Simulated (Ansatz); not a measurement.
# YNbSe3: from a guess to a relaxed structure, part 2 of 2

The task: take a trial cell of YNbSe3 to zero force and stress.

Ansatz 0.2.0; DFT PBE, scalar-relativistic, plane waves, PAW. The steps go on from the part before.

### Step 4. Final relaxation

The end of the coarse run is made exact in the group found at a tolerance of 0.06 Å and reduced to its primitive cell.

input.yaml reads:

```yaml
crystal:
  lattice:
    - [5.3400468225, 0.0, 0.0]
    - [0.0, 5.3400468225, 0.0]
    - [0.0, 0.0, 5.3400468225]
  atoms:
    - { symbol: "Y", position: [0.0, 0.0, 0.0] }
    - { symbol: Nb, position: [0.5, 0.5, 0.5], spin: 3.16 }
    - { symbol: Se, position: [0.5, 0.0, 0.0], spin: -0.28 }
    - { symbol: Se, position: [0.0, 0.5, 0.0], spin: -0.28 }
    - { symbol: Se, position: [0.0, 0.0, 0.5], spin: -0.28 }
basis:
  ecutwfc: 420
kpoints:
  mp_grid: { grid: [8, 8, 8] }
hamiltonian:
  xc: pbe
scf:
  occupations: { method: gaussian, width: 0.1 }
output:
  forces: true
  stress: true
  eigenvalues: true
  populations: true
  write_density: true
  write_potential: true
  elf: true
  volumetric_format: npy
magnetization:
  spin_polarized: true
relax:
  adjacent_minimum: "off"
  f_tol: 0.01
  max_steps: 80
  cell: { stress_tol: 0.05 }
```

The run is started by

```
$ ansatz run input.yaml --threads 1 --pin off --max-ram 2048MiB --backend cpu --events-out ev --progress --plain --runs-dir out
```

The program printed (excerpt; [...] marks lines left out):

```text
Warning: RAYON_NUM_THREADS=1 ignored (pool sized by the plan → 1); use --threads N
[...]
Pseudopotentials: kind: paw
Pseudopotential: Y, paw, valence charge 11, recommended cutoff 420 eV (normal), Y.paw.azcp
Pseudopotential: Nb, paw, valence charge 13, recommended cutoff 420 eV (normal), Nb.paw.azcp
Pseudopotential: Se, paw, valence charge 16, recommended cutoff 420 eV (normal), Se.paw.azcp
Functional definition: PBE
[...]
Crystal: 5 atoms, lattice volume = 152.277 Å³
Basis set: ecut = 420 eV, 2945 PW (Γ), exchange–correlation on 72×72×72 points (8 copies of the dense FFT grid, shifted against one another)
Bands: 46, of which v1, the nominal top of the filled ones, is band 36 counted from 1 (35 counted from 0)
Symmetry: 48 space group operations
Space group: Pm-3m (ITA 221), of the structure as read, at distance tolerance 5.3e-5 Å
[...]
  cell:  # Å, volume = 152.6864 Å³
    - [5.344824212252875, -6.419766481290786e-35, -3.209883240645393e-35]
    - [0.0, 5.344824212252875, 0.0]
    - [-9.62964972193618e-35, 0.0, 5.344824212252875]
  atoms:
    - { symbol: Y, position: [5.165672702169708e-38, 5.165672702169709e-38, -2.348033046440777e-38] }
    - { symbol: Nb, position: [0.49999999999999994, 0.49999999999999994, 0.49999999999999994] }
    - { symbol: Se, position: [0.49999999999999994, 7.513705748610521e-38, 5.870082616101959e-38] }
    - { symbol: Se, position: [-1.3618591669356505e-37, 0.49999999999999994, 3.5220495696611646e-38] }
    - { symbol: Se, position: [-1.3618591669356465e-37, 2.8176396557289324e-38, 0.49999999999999994] }
--- Löwdin populations: 5 sites ---
  site symbol       q [e]    m [muB]
     0      Y     10.6186     0.0349
     1     Nb     12.2187     3.2647
     2     Se     16.3421    -0.4228
     3     Se     16.3421    -0.4228
     4     Se     16.3421    -0.4228
  spilling = 0.001894 (of n_electrons = 72.000000)
```

Wall time 1.8 min (1 thread of Arm Neoverse V1, shared host); peak memory 0.67 GiB.

Relaxation path:

```
step  energy from step 1 (eV/cell)  largest force component (eV/Å)  pressure (GPa)  volume (Å³)
   1                        0.0000                          0.0000            0.11       152.28
   2                       -0.0001                          0.0000           -0.01       152.69
   3                       -0.0001                          0.0000           -0.01       152.69
```

Step 1 is the start. Step 3 repeats the geometry before it on a plane-wave basis chosen anew for that cell, so its energy need not be comparable with the rows above.

|  | before | after | change |
| --- | --- | --- | --- |
| a (Å) | 5.340 | 5.345 | +0.1 % |
| b (Å) | 5.340 | 5.345 | +0.1 % |
| c (Å) | 5.340 | 5.345 | +0.1 % |
| volume (Å³/atom) | 30.46 | 30.54 | +0.3 % |
| shortest distance (Å) | 2.670 | 2.672 | +0.1 % |
| space group (0.01 Å) | Pm-3m | Pm-3m | same |

Forces and stress were held to the start's 48 operations: a distortion of lower symmetry was not tested.

Per atom:

```csv
atom,moment in the atom's sphere (μB),Löwdin electrons
Y1,0.01,10.62
Nb2,2.87,12.22
Se3,-0.27,16.34
Se4,-0.27,16.34
Se5,-0.27,16.34
```

Density in a lattice plane of the grid's cell (edges 5.34 and 5.34 Å, at 0.000 of the third edge), which holds Y and Se.

Ten even steps from ' ' (0.02 e/Å³) to '@' (41.34 e/Å³):
```
                    ..--++--..                  
                        ..                      
                                                
                                                
                                                
                                                
                                                
..                                              
++--..                                      ..--
@@**::                                      ::**
++--..                                      ..--
..                                              
                                                
                                                
                                                
                                                
                                                
                        ..                      
                    ..--++--..                  
                    ::**@@**::                  
```
Columns run along the first of these edges and rows up along the second, over one cell in 24 and 20 even steps from the bottom left corner. Atoms in the plane (fractional): Y at (0.00, 1.00), Se at (0.50, 0.00), Se at (1.00, 0.50).

ELF in the same plane.

Ten even steps from '0' (0.02) to '9' (0.85):
```
689962489974247998426998
999841389987678998314899
986310268999899986201368
332100146788888764100123
444321113567776531112344
998864111133433111146889
999986310001110001368999
789988631000000013688998
346888741000000014788864
125888742000000024788852
346888741000000014788864
789988631000000013688998
999986310001110001368999
998864111133433111146889
444321113567776531112344
332100146788888764100123
986310268999899986201368
999841389987678998314899
689962489974247998426998
369973489962126998437996
```
Columns run along the first of these edges and rows up along the second, over one cell in 24 and 20 even steps from the bottom left corner. Atoms in the plane (fractional): Y at (0.00, 1.00), Se at (0.50, 0.00), Se at (1.00, 0.50).

Both are smooth fields of the valence electrons: close to the nuclei they are not physical.

Spin density (up less down) in a lattice plane of the grid's cell (edges 5.34 and 5.34 Å, at 0.000 of the third edge), which holds Y and Se.

Ten even steps from ' ' (-0.08 e/Å³) to '@' (0.11 e/Å³):
```
==================----==++==----================
==============----::..      ..::----============
==============----::..      ..::----============
==============------::......::------============
==============----------------------============
====----------====--------------====----------==
==--------------==================--------------
==--::..::::----==================----::::..::--
**==..  ..::----==================----::..  ..==
@@**..    ..----==================----..    ..**
**==..  ..::----==================----::..  ..==
==--::..::::----==================----::::..::--
==--------------==================--------------
====----------====--------------====----------==
==============----------------------============
==============------::......::------============
==============----::..      ..::----============
==============----::..      ..::----============
==================----==++==----================
==================--==##@@##==--================
```
Columns run along the first of these edges and rows up along the second, over one cell in 24 and 20 even steps from the bottom left corner. Atoms in the plane (fractional): Y at (0.00, 1.00), Se at (0.50, 0.00), Se at (1.00, 0.50).

The highest ELF values outside the cores: 0.85 on the Se–Y line, 0.9 Å from Se.

### Step 5. Outcome

The summary covers parts 1 to 2. Changes of volume or cell count from the first structure of part 1.

| quantity | value |
| --- | --- |
| symmetry at the end (tolerance 0.05 Å) | space group Pm-3m (No. 221) |
| conventional cell | a = 5.345 Å, b = 5.345 Å, c = 5.345 Å, α = 90.00°, β = 90.00°, γ = 90.00° |
| volume | 30.54 Å³/atom |
| energy over the elements | +0.10 eV/atom |
| gap on the mesh | none (metal) |
| total moment | 2.06 μB/cell |

**Reading.** The space group Pm-3m (No. 221) is kept, and the volume per atom grows by 16.5 % from the first guess. With a positive formation energy it can't be a ground state. No finished test with a distortion of lower symmetry is shown, so the end may be a saddle point. Other magnetic orders were not searched.
